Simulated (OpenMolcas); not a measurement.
**Ta³⁺ among point charges: CASSCF and CASPT2 levels and susceptibility**

Aim: the splitting of the states of Ta³⁺ in the field of 5 point charges, its lowest levels with spin-orbit coupling and its magnetic susceptibility.

Method: state-averaged CASSCF and CASPT2, spin-orbit coupling by RASSI with atomic mean-field integrals. Code: OpenMolcas 26.06.

### 1 Starting point

| Item | Value |
| --- | --- |
| Species | Ta³⁺ (tantalum, Z = 73, 70 electrons) |
| Basis | ANO-RCC-VTZP [8s7p5d3f2g1h], 104 functions |
| Scalar Hamiltonian | DKH2, point nucleus |
| Inactive shells | 1s 2s 2p 3s 3p 3d 4s 4p 4d 4f 5s 5p |
| Active space | 2 electrons in 5 orbitals (5d) |
| Some configurations of this space | 5d2 |
| Orbitals | optimised for each spin and parity, averaged over all roots |

The outer shells:

5d2
```
5d [↑ ][↑ ][  ][  ][  ]
```

The ion sits among 5 point charges of -1 e arranged as a square pyramid (C4v), 2.03 Å from the ion, with the axial distance 2.537 Å.

Each step is its own input file, run in one work folder so that later steps find the files of earlier ones. Labels, J, g values, rates, χT and fits are worked out afterwards by a script from the matrices that RASSI stores.

### 2 One- and two-electron integrals

Contents of a.inp:

```
&GATEWAY
Coord
1

Ta 0.0 0.0 0.0
Basis=ANO-RCC-VTZP
Group=NoSym
NoMove
AngMom=0.0 0.0 0.0
AMFI
XField
5 Angstrom 0
2.030000 0.000000 0.000000 -1.000000
0.000000 2.030000 0.000000 -1.000000
-2.030000 0.000000 0.000000 -1.000000
0.000000 -2.030000 0.000000 -1.000000
0.000000 0.000000 2.537500 -1.000000
&SEWARD
```

Launch:

```sh
$ OMP_NUM_THREADS=1 MOLCAS_MEM=1689 MOLCAS_PROJECT=a pymolcas a.inp > a.log
```

Log:

```text
Basis set label: TA.ANO-RCC...8S7P5D3F2G1H.

      Electronic valence basis set:
      ------------------
      Associated Effective Charge  73.000000 au
      Associated Actual Charge     73.000000 au
      Nuclear Model: Point charge

      Shell  nPrim  nBasis  Cartesian Spherical Contaminant
         s      24       8        X
         p      21       7        X
         d      15       5                 X
         f      11       3                 X
         g       4       2                 X
         h       2       1                 X
                  Relativistic Douglas-Kroll-Hess integrals:
                    - DKH order of Hamiltonian: 2
                    - DKH order of Properties : 0
                  Atomic mean-field integrals
```

### 3 CASSCF: triplets, 10 roots

Contents of a.inp:

```
&RASSCF
FileOrb=start.orb
Symmetry=1
Spin=3
nActEl=2 0 0
Inactive=34
Ras2=5
CIRoot=10 10 1
SDav=10
CIMx=300
Iter=120 100
PrWF=0.3
OrbListing=Nothing
MaxOrb=0
>>> COPY $Project.JobIph JOB001
```

Launch:

```sh
$ OMP_NUM_THREADS=1 MOLCAS_MEM=1689 MOLCAS_PROJECT=a pymolcas a.inp > a.log
```

start.orb holds the contracted functions of the basis, ordered by shell, or the orbitals of the step before.

Log, shortened:

```text
[...]
      Number of active orbitals                  5
[...]
      Spin quantum number                      1.0
[...]
      Active orbitals                            5
[...]
      Number of CSFs                            10
      Number of root(s) required                10
[...]
      Convergence after 19 iterations
[...]
      Natural orbitals and occupation numbers for root  1
      sym 1:   0.049233   0.049233   0.950767   0.950767  -0.000000
      Natural orbitals and occupation numbers for root  2
      sym 1:   0.049233   0.950767   0.950767   0.049233   0.000000
      Natural orbitals and occupation numbers for root  3
      sym 1:   0.018782   0.981218  -0.000000   0.981218   0.018782
::    RASSCF root number  1 Total energy: -15592.12306315
::    RASSCF root number  2 Total energy: -15592.12306315
::    RASSCF root number  3 Total energy: -15592.11422627
[...]
::    RASSCF root number  7 Total energy: -15592.06555131
::    RASSCF root number  8 Total energy: -15592.02921879
::    RASSCF root number  9 Total energy: -15592.02921879
::    RASSCF root number 10 Total energy: -15591.96848026
```

### 4 CASSCF: singlets, 15 roots

Contents of a.inp:

```
&RASSCF
FileOrb=start.orb
Symmetry=1
Spin=1
nActEl=2 0 0
Inactive=34
Ras2=5
CIRoot=15 15 1
SDav=15
CIMx=300
Iter=120 100
PrWF=0.3
OrbListing=Nothing
MaxOrb=0
>>> COPY $Project.JobIph JOB002
```

Log, shortened:

```text
[...]
      Number of active orbitals                  5
[...]
      Spin quantum number                      0.0
[...]
      Active orbitals                            5
[...]
      Number of CSFs                            15
      Number of root(s) required                15
[...]
      Convergence after 10 iterations
[...]
      Natural orbitals and occupation numbers for root  1
      sym 1:   0.675321  -0.000000   0.324679   0.324679   0.675321
      Natural orbitals and occupation numbers for root  2
      sym 1:   0.007805   0.283026   1.424361   0.283024   0.001783
      Natural orbitals and occupation numbers for root  3
      sym 1:   0.000000   0.781598   0.218401   0.781600   0.218400
::    RASSCF root number  1 Total energy: -15592.09682739
::    RASSCF root number  2 Total energy: -15592.07855791
::    RASSCF root number  3 Total energy: -15592.07850636
[...]
::    RASSCF root number 12 Total energy: -15591.98626192
::    RASSCF root number 13 Total energy: -15591.96615361
::    RASSCF root number 14 Total energy: -15591.94499578
::    RASSCF root number 15 Total energy: -15591.87003093
```

### 5 RASSI: spin-orbit coupling between the states

Contents of a.inp:

```
&RASSI
NrOfJobIphs=2 10 15
1 2 3 4 5 6 7 8 9 10
1 2 3 4 5 6 7 8 9 10 11 12 13 14 15
IphNames
JOB001
JOB002
EJob
SpinOrbit
DIPRint=1.0
SOCoupling=1000.0
Subsets=2
Property=9
'ANGMOM' 1 'ANGMOM' 2 'ANGMOM' 3 'MLTPL  1' 1 'MLTPL  1' 2 'MLTPL  1' 3
'AMFI' 1 'AMFI' 2 'AMFI' 3
SOProperty=3
'ANGMOM' 1 'ANGMOM' 2 'ANGMOM' 3
```

Launch:

```sh
$ OMP_NUM_THREADS=1 MOLCAS_MEM=1689 MOLCAS_PROJECT=a pymolcas a.inp > a.log
```

Log:

```text
SPIN-FREE ENERGIES:
  (Shifted by EMIN (a.u.) =     -15592.1230631510)

 SF State       Relative EMIN(au)   Rel lowest level(eV)    D:o, cm**(-1)      L_eff

     1             0.0000000000        0.0000000000              0.0000         2.4
     2             0.0000000000        0.0000000000              0.0000         2.4
     3             0.0088368848        0.2404638852           1939.4720         2.6
     4             0.0155722416        0.4237422818           3417.7120         2.8
    11             0.0262357626        0.7139114699           5758.0843         1.9
    12             0.0445052377        1.2110492136           9767.7706         3.4
    13             0.0445567874        1.2124519520           9779.0845         2.2
     5             0.0446586521        1.2152238318           9801.4412         2.6
     6             0.0446586521        1.2152238318           9801.4412         2.6
    14             0.0495790972        1.3491159624          10881.3541         3.5
    15             0.0495790972        1.3491159624          10881.3541         3.5
     7             0.0575118408        1.5649769125          12622.3900         2.8
    16             0.0704996931        1.9183943785          15472.8941         3.7
    17             0.0885018393        2.4082577331          19423.9086         2.7
    18             0.0885018403        2.4082577599          19423.9088         2.7
    19             0.0919650098        2.5024954018          20183.9866         2.1
     8             0.0938443655        2.5536352767          20596.4575         2.1
     9             0.0938443655        2.5536352767          20596.4575         2.1
    20             0.0948089636        2.5798833282          20808.1623         3.5
    21             0.1368012308        3.7225511289          30024.3997         3.4
    22             0.1368012317        3.7225511541          30024.3999         3.4
    10             0.1545828926        4.2064147972          33927.0234         1.3
    23             0.1569095361        4.2697259934          34437.6626         3.2
    24             0.1780673717        4.8454600296          39081.2708         4.0
    25             0.2530322188        6.8853574389          55534.1529         2.1
     Dipole printing threshold changed to   1.00000000E+00

++ Dipole transition strengths (spin-free states):
   -----------------------------------------------
     for osc. strength at least  1.00000000E+00

  ( Max oscillator strength is only    1.3394672669944118E-003 )
--
Eigenvalues of complex Hamiltonian:
   -----------------------------------
  (Shifted by EMIN (a.u.) =     -15592.1230631510)

 SO State       Relative EMIN(au)   Rel lowest level(eV)    D:o, cm**(-1)     J-value

     1            -0.0164696054        0.0000000000              0.0000         1.6
     2            -0.0100458798        0.1747984770           1409.8448         1.7
     3            -0.0100458799        0.1747984763           1409.8448         1.7
     4            -0.0068397488        0.2620417485           2113.5092         1.5
     5            -0.0050507968        0.3107216099           2506.1388         2.3
     6            -0.0013319738        0.4119159391           3322.3261         1.7
     7             0.0104149280        0.7315654217           5900.4731         2.6
     8             0.0104149280        0.7315654216           5900.4731         2.6
     9             0.0137756921        0.8230164727           6638.0755         3.3
    10             0.0144464978        0.8412700252           6785.3004         1.7
    11             0.0150063669        0.8565048400           6908.1774         2.9
    12             0.0150063669        0.8565048404           6908.1774         2.9
    13             0.0187183035        0.9575117799           7722.8533         2.6
    14             0.0328601369        1.3423306709          10826.6270         2.0
    15             0.0431357056        1.6219431388          13081.8536         1.8
    16             0.0431357056        1.6219431390          13081.8537         1.8
    17             0.0461202683        1.7031572284          13736.8895         1.3
    18             0.0462538063        1.7067909825          13766.1977         3.1
    19             0.0491077716        1.7844513348          14392.5706         1.6
    20             0.0512742683        1.8434047116          14868.0617         3.3
    21             0.0512742683        1.8434047119          14868.0617         3.3
    22             0.0518725227        1.8596840451          14999.3634         2.0
    23             0.0525909952        1.8792346771          15157.0499         1.5
    24             0.0565231105        1.9862329864          16020.0494         2.4
    25             0.0604059175        2.0918895475          16872.2271         2.4
    26             0.0604059175        2.0918895458          16872.2270         2.4
    27             0.0726378816        2.4247382459          19556.8329         2.9
    28             0.0811788518        2.6571498837          21431.3591         2.2
    29             0.0811788523        2.6571498983          21431.3593         2.2
    30             0.0885773926        2.8584744362          23055.1512         1.8
    31             0.0898350563        2.8926972095          23331.1764         2.7
    32             0.0950375739        3.0342649236          24472.9971         1.7
    33             0.0985757589        3.1305438435          25249.5389         1.7
    34             0.0991920296        3.1473134224          25384.7947         2.2
    35             0.1033331984        3.2600003682          26293.6762         2.0
    36             0.1033331988        3.2600003773          26293.6763         2.0
    37             0.1045969906        3.2943899049          26571.0465         2.2
    38             0.1373780781        4.1864087377          33765.6636         2.4
    39             0.1373780789        4.1864087598          33765.6638         2.4
    40             0.1494873529        4.5159188915          36423.3422         1.8
    41             0.1578076100        4.7423246224          38249.4276         1.8
Weights of the five most important spin-orbit-free states for each spin-orbit state.

 SO State  Total energy (au)           Spin-free states, spin, and weights
 -------------------------------------------------------------------------------------------------------
    1        -0.016470       1 1.0  0.3576    2 1.0  0.3576    3 1.0  0.2555   19 0.0  0.0216   12 0.0  0.0051
    2        -0.010046       2 1.0  0.3435    1 1.0  0.2957    3 1.0  0.2217    4 1.0  0.1053    7 1.0  0.0187
    3        -0.010046       1 1.0  0.3435    2 1.0  0.2957    3 1.0  0.2217    4 1.0  0.1053    7 1.0  0.0187
    4        -0.006840       2 1.0  0.3069    1 1.0  0.3069    4 1.0  0.2599   13 0.0  0.0814    5 1.0  0.0194
    5        -0.005051       2 1.0  0.4995    1 1.0  0.4995    5 1.0  0.0004    6 1.0  0.0004    9 1.0  0.0001
    6        -0.001332       1 1.0  0.3603    2 1.0  0.3603   11 0.0  0.1940    7 1.0  0.0435    6 1.0  0.0193
    7         0.010415       3 1.0  0.5977    4 1.0  0.3332    2 1.0  0.0314    7 1.0  0.0212    1 1.0  0.0073
    8         0.010415       3 1.0  0.5977    4 1.0  0.3332    1 1.0  0.0314    7 1.0  0.0212    2 1.0  0.0073
    9         0.013776       3 1.0  0.6852    1 1.0  0.1124    2 1.0  0.1124   12 0.0  0.0743    5 1.0  0.0046
   10         0.014446      11 0.0  0.3600    6 1.0  0.1914    5 1.0  0.1914    2 1.0  0.1177    1 1.0  0.1177
   11         0.015006       4 1.0  0.4531    2 1.0  0.2167    3 1.0  0.1365    1 1.0  0.0768   15 0.0  0.0553
   12         0.015006       4 1.0  0.4531    1 1.0  0.2167    3 1.0  0.1365    2 1.0  0.0768   14 0.0  0.0553
```

Time for these steps: 21 s (1 thread of AMD EPYC 7R13 (Zen 3), shared host).

Spin-free states:

| state | degeneracy | E (cm-1) | free-ion L (%) |
| --- | --- | --- | --- |
| triplet | 2 | 0 | F (68) |
| triplet | 1 | 1939 | F (86) |
| triplet | 1 | 3418 | F (100) |
| singlet | 1 | 5758 | D (99) |
| singlet | 1 | 9768 | G (92) |
| singlet | 1 | 9779 | D (86) |
| triplet | 2 | 9801 | F (78) |
| singlet | 2 | 10881 | G (94) |
| triplet | 1 | 12622 | F (100) |
| singlet | 1 | 15473 | G (99) |
| singlet | 2 | 19424 | D (66) |
| singlet | 1 | 20184 | D (73) |
| triplet | 2 | 20596 | F (53) |
| singlet | 1 | 20808 | G (86) |
| singlet | 2 | 30024 | G (72) |
| triplet | 1 | 33927 | P (86) |
| singlet | 1 | 34438 | G (68) |
| singlet | 1 | 39081 | G (100) |
| singlet | 1 | 55534 | S (53) |

With spin-orbit coupling:

```tsv
E (cm-1)	Degeneracy	2S+1	g
0.0	1	3	
1410	2	3	0.00 0.00 1.95
2114	1	3	
2506	1	3	
3322	1	3	
5900	2	3	0.00 0.00 1.70
6638	1	3	
6785	1	3	
6908	2	3	0.00 0.00 0.12
7723	1	3	
10827	1	3	
13082	2	3	0.00 0.00 3.53
13737	1	3	
13766	1	1	
14393	1	1	
14868	2	1	0.00 0.00 0.32
14999	1	3	
15157	1	3	
16020	1	3	
16872	2	3	0.00 0.00 4.18
19557	1	1	
21431	2	1	0.00 0.00 0.51
23055	1	1	
23331	1	1
```

Principal g values are given for doublets only; a zero marks a field direction without first-order Zeeman splitting.

Powder χT (cm³ K/mol): 0.00 at 2 K, 0.00 at 5 K, 0.00 at 10 K, 0.00 at 20 K, 0.01 at 50 K, 0.01 at 100 K, 0.02 at 150 K, 0.03 at 200 K, 0.03 at 250 K, 0.04 at 300 K.

Orbitals of the lowest block (energies include the constant potential of the surroundings):

| shell | space | energy (hartree) | mean occupation | ⟨r²⟩ (bohr²) |
| --- | --- | --- | --- | --- |
| 1s | inactive | -2485.6774 | 2.000 | 0.000446 |
| 2s | inactive | -432.2967 | 2.000 | 0.00729 |
| 2p | inactive | -380.2027 | 6.000 | 0.00601 |
| 3s | inactive | -101.1336 | 2.000 | 0.0477 |
| 3p | inactive | -85.2508 | 6.000 | 0.0483 |
| 3d | inactive | -65.9893 | 10.000 | 0.0404 |
| 4s | inactive | -21.6249 | 2.000 | 0.238 |
| 4p | inactive | -16.2905 | 6.000 | 0.270 |
| 4d | inactive | -9.1916 | 10.000 | 0.318 |
| 4f | inactive | -1.2978 | 14.000 | 0.490 |
| 5s | inactive | -2.9929 | 2.000 | 1.40 |
| 5p | inactive | -1.5637 | 6.000 | 1.86 |
| 5d | RAS2 |  | 2.000 | 4.52 |

### 6 CASPT2: IPEA 0.25, imaginary shift 0.1 (closed shells correlated: 4f 5s 5p)

Contents of a.inp:

```
>>> COPY JOB001 $Project.JobIph
&CASPT2
Multistate=10 1 2 3 4 5 6 7 8 9 10
NoMult
Frozen=23
IPEA=0.25
Imaginary=0.1
MaxIter=60
WThr=0.0 0.3 0.05
PrWF=0.5
NoMix
>>> COPY JOB002 $Project.JobIph
&CASPT2
Multistate=15 1 2 3 4 5 6 7 8 9 10 11 12 13 14 15
NoMult
Frozen=23
IPEA=0.25
Imaginary=0.1
MaxIter=60
WThr=0.0 0.3 0.05
PrWF=0.5
NoMix
```

Launch:

```sh
$ OMP_NUM_THREADS=1 MOLCAS_MEM=1689 MOLCAS_PROJECT=a pymolcas a.inp > a.log
```

Log, shortened:

```text
[...]
      Active orbitals                            5
[...]
      E2 (Variational):          -1.1255349631
      Total energy:          -15593.2485981141
[...]
::    CASPT2 Root  1     Total energy: -15593.24859811
::    CASPT2 Root  2     Total energy: -15593.24859811
[...]
::    CASPT2 Root 12     Total energy: -15593.12156286
::    CASPT2 Root 13     Total energy: -15593.10565402
::    CASPT2 Root 14     Total energy: -15593.07845965
::    CASPT2 Root 15     Total energy: -15593.01201443
```

This run took 39 s in all on 1 thread of AMD EPYC 7R13 (Zen 3), shared host.

SS-CASPT2: lowest energy less the reference's lowest, -1.1255 hartree; reference weights 0.865 to 0.902.

Spin-free states:

```csv
state,degeneracy,E (cm-1),free-ion L (%)
triplet,2,0,F (68)
triplet,1,2434,F (86)
triplet,1,3820,F (100)
singlet,1,4177,D (99)
singlet,1,7262,G (92)
singlet,1,8393,D (86)
singlet,2,8876,G (94)
triplet,2,9641,F (78)
triplet,1,12894,F (100)
singlet,1,13477,G (99)
singlet,1,14937,D (73)
singlet,2,17025,D (66)
singlet,1,18900,G (86)
triplet,2,19803,F (53)
singlet,2,27881,G (72)
singlet,1,31373,G (68)
triplet,1,32430,P (86)
singlet,1,37341,G (100)
singlet,1,51924,S (53)
```

With spin-orbit coupling:

| E (cm-1) | Degeneracy | 2S+1 | g |
| --- | --- | --- | --- |
| 0 | 1 | 3 |  |
| 1580 | 2 | 3 | 0.00 0.00 1.92 |
| 2110 | 1 | 3 |  |
| 2550 | 1 | 3 |  |
| 2980 | 1 | 3 |  |
| 6220 | 1 | 3 |  |
| 6360 | 2 | 3 | 0.00 0.00 2.19 |
| 6730 | 1 | 3 |  |
| 7010 | 2 | 3 | 0.00 0.00 0.26 |
| 7960 | 1 | 3 |  |
| 10560 | 1 | 3 |  |
| 11730 | 1 | 1 |  |
| 12630 | 2 | 3 | 0.00 0.00 0.99 |
| 13030 | 1 | 3 |  |
| 13440 | 1 | 1 |  |
| 13590 | 2 | 3 | 0.00 0.00 1.52 |
| 14630 | 1 | 3 |  |
| 15000 | 1 | 3 |  |
| 15660 | 1 | 3 |  |
| 16900 | 2 | 3 | 0.00 0.00 4.62 |
| 18270 | 1 | 1 |  |
| 18870 | 1 | 1 |  |
| 19770 | 2 | 1 | 0.00 0.00 0.86 |
| 21870 | 1 | 1 |  |

Powder χT (cm³ K/mol): 0.00 at 2 K, 0.00 at 5 K, 0.00 at 10 K, 0.00 at 20 K, 0.01 at 50 K, 0.01 at 100 K, 0.02 at 150 K, 0.03 at 200 K, 0.03 at 250 K, 0.04 at 300 K.

### 7 The methods side by side

A. CASSCF
B. SS-CASPT2, IPEA 0.25, imaginary shift 0.1 (closed shells correlated: 4f 5s 5p)

| method | ground state | first state of that spin (cm-1) | first gap with spin-orbit (cm-1) | χT at 300 K |
| --- | --- | --- | --- | --- |
| A | triplet | triplet 1939 | 1409.8 | 0.04 |
| B | triplet | triplet 2434 | 1577.6 | 0.04 |

### 8 What came out

| quantity | value |
| --- | --- |
| method | SS-CASPT2, IPEA 0.25, imaginary shift 0.1 (closed shells correlated: 4f 5s 5p) |
| spin-free ground state | triplet, 2-fold in its orbital part |
| first state of the same spin within the active space | triplet at 2430 cm⁻¹ |
| lowest level | 1-fold |
| next level | 1577.6 cm⁻¹ |
| χT at 300 K | 0.04 cm³ K/mol |
| effective moment at 300 K | 0.58 μB |

Cost by method:

```
                                                 method  time of its own steps  time with the reference
                                              A. CASSCF                   21 s                     21 s
B. SS-CASPT2, IPEA 0.25, imaginary shift 0.1, +4f 5s 5p                   39 s                     60 s
```

Times are of one thread on a shared host.

In words: The spin-free ground state (triplet) comes to 68 % from free-ion F terms and keeps the highest spin of the shell. χT at 300 K is 0.04, against 1.00 cm³ K/mol for the spin alone, so spin-orbit coupling lowers it. The field of point charges can differ much from that of real complexes. This is an electrostatic model: the charges have no orbitals.
